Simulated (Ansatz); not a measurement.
**MnF2 (P4_2/mnm): how the settings move a single-point run**

How sensitive is a single-point run of MnF2 (P4_2/mnm) to its settings? A reference run comes first, then five runs with altered input.

Program: Ansatz 0.2.0. Level of theory: reference: DFT r2SCAN, scalar-relativistic, plane waves, PAW. These are calculated values, not measurements.

### 1 Starting point

The structure is tetragonal, space group P4_2/mnm (No. 136). The conventional cell has a = 4.870 Å, b = 4.870 Å, c = 3.292 Å, α = 90.00°, β = 90.00°, γ = 90.00°. Mn (site symmetry mmm) is surrounded by 6 F at 2.09 to 2.13 Å. Around F (site symmetry m2m) lie 3 Mn at 2.09 to 2.13 Å.

Structure file:

```
Mn F
1.0
     4.86957    0.00000    0.00000
     0.00000    4.86957    0.00000
     0.00000    0.00000    3.29179
Mn F
2 4
Direct
  0.00000 0.00000 0.00000
  0.50000 0.50000 0.50000
  0.30404 0.30404 0.00000
  0.19596 0.80404 0.50000
  0.69596 0.69596 0.00000
  0.80404 0.19596 0.50000
```

### 2 Reference

input.yaml

```yaml
crystal:
  lattice:
    - [4.8695677651, 1.8e-08, 0.0]
    - [1.8e-08, 4.8695677651, 0.0]
    - [0.0, 0.0, 3.2917947507]
  atoms:
    - { symbol: Mn, position: [0.0, 0.0, 0.0], spin: 4.64 }
    - { symbol: Mn, position: [0.5, 0.5, 0.5], spin: -4.64 }
    - { symbol: F, position: [0.3040368534, 0.3040368534, 0.0] }
    - { symbol: F, position: [0.195963146, 0.804036854, 0.5] }
    - { symbol: F, position: [0.6959631466, 0.6959631466, 0.0] }
    - { symbol: F, position: [0.804036854, 0.195963146, 0.5] }
basis:
  ecutwfc: 500
  ecutrho_ratio: 4
kpoints:
  mp_grid: { grid: [6, 6, 8] }
  band_path:
    path:
      - [[0.0, 0.0, 0.0], [0.0, 0.5, 0.0], [0.5, 0.5, 0.0], [0.0, 0.0, 0.0], [0.0, 0.0, 0.5], [0.0, 0.5, 0.5], [0.5, 0.5, 0.5], [0.0, 0.0, 0.5]]
      - [[0.0, 0.5, 0.0], [0.0, 0.5, 0.5]]
      - [[0.5, 0.5, 0.0], [0.5, 0.5, 0.5]]
    npoints: 14
hamiltonian:
  xc: r2scan
scf:
  occupations: { method: gaussian, width: 0.05 }
  n_extra_bands: 25
output:
  forces: true
  stress: true
  eigenvalues: true
  populations: true
  dos: { projected: true, de: 0.02, nscf_kmesh: { grid: [9, 9, 12] } }
  bader: true
  write_density: true
  write_potential: true
  elf: true
  volumetric_format: npy
magnetization:
  spin_polarized: true
checkpoint:
  read: start.run
  write: ck
  compress: false
  write_wavefunctions: false
  write_every: 100000
```

The run is started by

```bash
$ ansatz run input.yaml --threads 4 --pin off --max-ram 7168MiB --backend cpu --events-out ev --progress --plain --runs-dir out
```

### 3 Changing settings: n_extra_bands 2

input.yaml

```yaml
crystal:
  lattice:
    - [4.8695677651, 1.8e-08, 0.0]
    - [1.8e-08, 4.8695677651, 0.0]
    - [0.0, 0.0, 3.2917947507]
  atoms:
    - { symbol: Mn, position: [0.0, 0.0, 0.0], spin: 5.0 }
    - { symbol: Mn, position: [0.5, 0.5, 0.5], spin: -5.0 }
    - { symbol: F, position: [0.3040368534, 0.3040368534, 0.0] }
    - { symbol: F, position: [0.195963146, 0.804036854, 0.5] }
    - { symbol: F, position: [0.6959631466, 0.6959631466, 0.0] }
    - { symbol: F, position: [0.804036854, 0.195963146, 0.5] }
basis:
  ecutwfc: 500
  ecutrho_ratio: 4
kpoints:
  mp_grid: { grid: [6, 6, 8] }
hamiltonian:
  xc: r2scan
scf:
  occupations: { method: gaussian, width: 0.05 }
  n_extra_bands: 2
output:
  forces: true
  stress: true
magnetization:
  spin_polarized: true
```

### 4 Changing settings: hubbard.sites [{species: Mn, l: d, u_eff: 4.0}], hubbard.double_counting fll, occupations.method methfessel_paxton, occupations.width 0.005

input.yaml

```yaml
crystal:
  lattice:
    - [4.8695677651, 1.8e-08, 0.0]
    - [1.8e-08, 4.8695677651, 0.0]
    - [0.0, 0.0, 3.2917947507]
  atoms:
    - { symbol: Mn, position: [0.0, 0.0, 0.0], spin: 5.0 }
    - { symbol: Mn, position: [0.5, 0.5, 0.5], spin: -5.0 }
    - { symbol: F, position: [0.3040368534, 0.3040368534, 0.0] }
    - { symbol: F, position: [0.195963146, 0.804036854, 0.5] }
    - { symbol: F, position: [0.6959631466, 0.6959631466, 0.0] }
    - { symbol: F, position: [0.804036854, 0.195963146, 0.5] }
basis:
  ecutwfc: 500
  ecutrho_ratio: 4
kpoints:
  mp_grid: { grid: [6, 6, 8] }
hamiltonian:
  xc: r2scan
  hubbard: { sites: [{ species: Mn, l: d, u_eff: 4.0 }], double_counting: fll }
scf:
  occupations: { method: methfessel_paxton, width: 0.005 }
output:
  forces: true
  stress: true
  write_density: true
  write_potential: true
  elf: true
  volumetric_format: npy
magnetization:
  spin_polarized: true
```

### 5 Changing settings: scf.algorithm density_mixing

input.yaml

```yaml
crystal:
  lattice:
    - [4.8695677651, 1.8e-08, 0.0]
    - [1.8e-08, 4.8695677651, 0.0]
    - [0.0, 0.0, 3.2917947507]
  atoms:
    - { symbol: Mn, position: [0.0, 0.0, 0.0], spin: 5.0 }
    - { symbol: Mn, position: [0.5, 0.5, 0.5], spin: -5.0 }
    - { symbol: F, position: [0.3040368534, 0.3040368534, 0.0] }
    - { symbol: F, position: [0.195963146, 0.804036854, 0.5] }
    - { symbol: F, position: [0.6959631466, 0.6959631466, 0.0] }
    - { symbol: F, position: [0.804036854, 0.195963146, 0.5] }
basis:
  ecutwfc: 500
  ecutrho_ratio: 4
kpoints:
  mp_grid: { grid: [6, 6, 8] }
hamiltonian:
  xc: r2scan
scf:
  occupations: { method: gaussian, width: 0.05 }
  algorithm: density_mixing
output:
  forces: true
  stress: true
magnetization:
  spin_polarized: true
```

### 6 Changing settings: starting moments, ecutrho_ratio 8, occupations.method fermi_dirac, occupations.width 0.025

input.yaml

```yaml
crystal:
  lattice:
    - [4.8695677651, 1.8e-08, 0.0]
    - [1.8e-08, 4.8695677651, 0.0]
    - [0.0, 0.0, 3.2917947507]
  atoms:
    - { symbol: Mn, position: [0.0, 0.0, 0.0], spin: 5.0 }
    - { symbol: Mn, position: [0.5, 0.5, 0.5], spin: 5.0 }
    - { symbol: F, position: [0.3040368534, 0.3040368534, 0.0], spin: 2.0 }
    - { symbol: F, position: [0.195963146, 0.804036854, 0.5], spin: 1.0 }
    - { symbol: F, position: [0.6959631466, 0.6959631466, 0.0], spin: 1.0 }
    - { symbol: F, position: [0.804036854, 0.195963146, 0.5], spin: 3.0 }
basis:
  ecutwfc: 500
  ecutrho_ratio: 8
kpoints:
  mp_grid: { grid: [6, 6, 8] }
hamiltonian:
  xc: r2scan
scf:
  occupations: { method: fermi_dirac, width: 0.025 }
output:
  forces: true
  stress: true
magnetization:
  spin_polarized: true
```

### 7 Changed: pseudopotentials.kind nc, occupations.method tetrahedron, scf.algorithm density_mixing, width left out

input.yaml

```yaml
crystal:
  lattice:
    - [4.8695677651, 1.8e-08, 0.0]
    - [1.8e-08, 4.8695677651, 0.0]
    - [0.0, 0.0, 3.2917947507]
  atoms:
    - { symbol: Mn, position: [0.0, 0.0, 0.0], spin: 5.0 }
    - { symbol: Mn, position: [0.5, 0.5, 0.5], spin: -5.0 }
    - { symbol: F, position: [0.3040368534, 0.3040368534, 0.0] }
    - { symbol: F, position: [0.195963146, 0.804036854, 0.5] }
    - { symbol: F, position: [0.6959631466, 0.6959631466, 0.0] }
    - { symbol: F, position: [0.804036854, 0.195963146, 0.5] }
basis:
  ecutwfc: 500
  ecutrho_ratio: 4
kpoints:
  mp_grid: { grid: [6, 6, 8] }
hamiltonian:
  xc: r2scan
  pseudopotentials: { kind: nc }
scf:
  occupations: { method: tetrahedron }
  algorithm: density_mixing
output:
  forces: true
  stress: true
magnetization:
  spin_polarized: true
```

What does the calculation give? Wanted: for each run, ending; energy change; pressure; gap; abs. moment; force.

As calculated:

```csv
run,ending,energy change,pressure (GPa),gap (eV),abs. moment (μB),force (eV/Å),cycles,time
reference,converged,0,0.0,2.99,9.69,0.01,-,39 s
1: n_extra_bands 2,converged,0.0 meV/atom,0.0,2.99,9.69,0.01,16,55 s
"2: hubbard.sites [{species: Mn, l: d, u_eff: 4.0}], hubbard.double_counting fll, occupations.method methfessel_paxton, occupations.width 0.005",converged,+141.7 meV/atom (σ→0) (Hubbard term changed: no physical gain or loss),2.5,4.43,9.79,0.01,16,18 s
3: scf.algorithm density_mixing,converged,0.0 meV/atom,0.0,2.99,9.69,0.01,16,14 s
"4: starting moments, ecutrho_ratio 8, occupations.method fermi_dirac, occupations.width 0.025",converged,0.0 meV/atom (σ→0),0.0,2.99,9.69,0.01,24,57 s
"5: pseudopotentials.kind nc, occupations.method tetrahedron, scf.algorithm density_mixing, width left out",converged,not comparable,-2.9,0.14,9.59,0.10,13,9.8 s
```

Times don't compare one to one where runs were asked for different outputs or read a saved state (see the inputs); cycles may leave out searches for a lower state.

Residual by cycle in the longest SCF loop of each run; runs are numbered as in the table. The quantity is the density residual dr2, in eV.

```csv
cycle,reference,run 1,run 2,run 3,run 4,run 5
1,2.0e-10,133,64.5,49.7,59.8,39.8
3,-,1.54,1.6,1.56,1.02,0.891
5,-,0.087,0.0862,0.0665,0.124,0.0171
7,-,0.00922,0.00407,0.00673,0.0209,3.6e-4
9,-,6.8e-4,7.6e-5,1.2e-4,1.9e-4,9.7e-6
11,-,3.9e-6,1.2e-5,4.7e-6,2.3e-5,1.3e-6
14,-,1.2e-7,5.4e-8,7.4e-8,1.06,-
16,-,2.3e-9,1.3e-9,1.9e-10,0.00352,-
18,-,-,-,-,1.2e-4,-
20,-,-,-,-,1.2e-5,-
22,-,-,-,-,1.8e-7,-
24,-,-,-,-,1.2e-8,-
```

**Reading.** Of the converged runs whose energies compare with the reference's, none moves it noticeably. Run 5 ran under the cutoff that the potentials recommend, as the log warns, so basis error is mixed into its values, and swamps them where the cutoff is far short. A changed U is a change of model: its shifts are not errors of convergence.
